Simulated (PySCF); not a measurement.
# LaF3(NH3): other functionals and bases at one geometry

An exercise on one series of results from a longer session: the logs are not shown, and one member is left open.

The runs use PySCF 2.14.0; several levels, as the steps say, no spin–orbit coupling.

1 further run of the same task is left out (for a known fault of the program).

## The starting structure

8 atoms, charge 0, spin multiplicity 1.

Bond lengths: La1–F2 2.162 Å, La1–F3 2.162 Å, La1–F4 2.162 Å, La1–N5 2.725 Å, N5–H6 1.022 Å, N5–H7 1.022 Å, N5–H8 1.022 Å. Angles: F2–La1–F3 117.0°, F2–La1–F4 117.0°, F2–La1–N5 100.1°, F3–La1–F4 117.0°, F3–La1–N5 100.1°, F4–La1–N5 100.1°, La1–N5–H6 112.9°, La1–N5–H7 112.9°, La1–N5–H8 112.9°, H6–N5–H7 105.8°, H6–N5–H8 105.8°, H7–N5–H8 105.8°.

Geometry (Å):

```
La    0.11750   -0.11750    0.11750
F     1.20524    1.40116    1.20524
F    -1.40116   -1.20524    1.20524
F     1.20524   -1.20524   -1.40116
N    -1.45560    1.45560   -1.45560
H    -2.06972    2.06972   -0.91692
H    -0.91692    2.06972   -2.06972
H    -2.06972    0.91692   -2.06972
```

Formal oxidation states: La +3. An earlier session relaxed this geometry at PBE0, La def2-SVP with ECP46, F def2-SVP, N def2-SVP, H def2-SVP (singlet, point group C3v).

At PBE0 on the finer grid: E = -387.324046 Eh, HOMO -8.93 eV, LUMO -1.04 eV, Mulliken charge on La1 +1.21 e, largest force component 0.009 eV/Å. 

Levels to run: revPBE; wB97X; PBE0, TZVP. Hardware: 2 threads of Intel Xeon Platinum 8375C at 2.90GHz (Ice Lake), shared host.

The first run:

run.py (the lines that set the calculation) reads:

```python
mol = gto.M(atom='''
La     0.11750    -0.11750     0.11750
F      1.20524     1.40116     1.20524
F     -1.40116    -1.20524     1.20524
F      1.20524    -1.20524    -1.40116
N     -1.45560     1.45560    -1.45560
H     -2.06972     2.06972    -0.91692
H     -0.91692     2.06972    -2.06972
H     -2.06972     0.91692    -2.06972''',
    basis={'La': 'def2-SVP', 'F': 'def2-SVP', 'N': 'def2-SVP', 'H': 'def2-SVP'},
    ecp={'La': 'def2-SVP'},
    charge=0, spin=0)
mf = dft.RKS(mol, xc='PBE_R,PBE')
mf.grids.atom_grid = (75, 302)  # f atoms: unpruned, at least (60, 302)
mf = mf.density_fit()  # fitting sets: La def2-universal-JKFIT, F def2-universal-JKFIT, N def2-universal-JKFIT, H def2-universal-JKFIT
mf.conv_tol = 1e-08; mf.max_cycle = 55
mf.kernel(dm0)  # dm0: the density of the relaxed state
```

On the command line:

```sh
> OMP_NUM_THREADS=2 python run.py
```

Steps of the session up to this table: revPBE; wB97X; PBE0, TZVP.

One table of the session follows, with a row left open; its other results are not shown here.

```
              level  HOMO (eV)  gap (eV)  charge on La1 (e)  dipole (D)  largest force component (eV/Å)
PBE0 (relaxed here)      -8.93      7.90               1.21        6.80                            0.01
             revPBE      -6.97      5.29               1.00        6.62                            0.25
              wB97X     -11.34     12.10               1.23        6.81                            0.08
         PBE0, TZVP          ?         ?                  ?           ?                               ?
```

**Question.** Estimate the row for PBE0, TZVP.

As computed: HOMO (eV): -9.23; gap (eV): 8.10; charge on La1 (e): 1.54; dipole (D): 6.73; largest force component (eV/Å): 0.24. In the column «HOMO (eV)» it lies between wB97X (-11.34) and PBE0 (relaxed here) (-8.93).

In one basis the HOMO–LUMO gap runs from 5.29 eV (revPBE) to 12.10 eV (wB97X). The largest leftover force, 0.25 eV/Å with revPBE, stands at a geometry relaxed at another level. Total energies of different levels can't be compared.
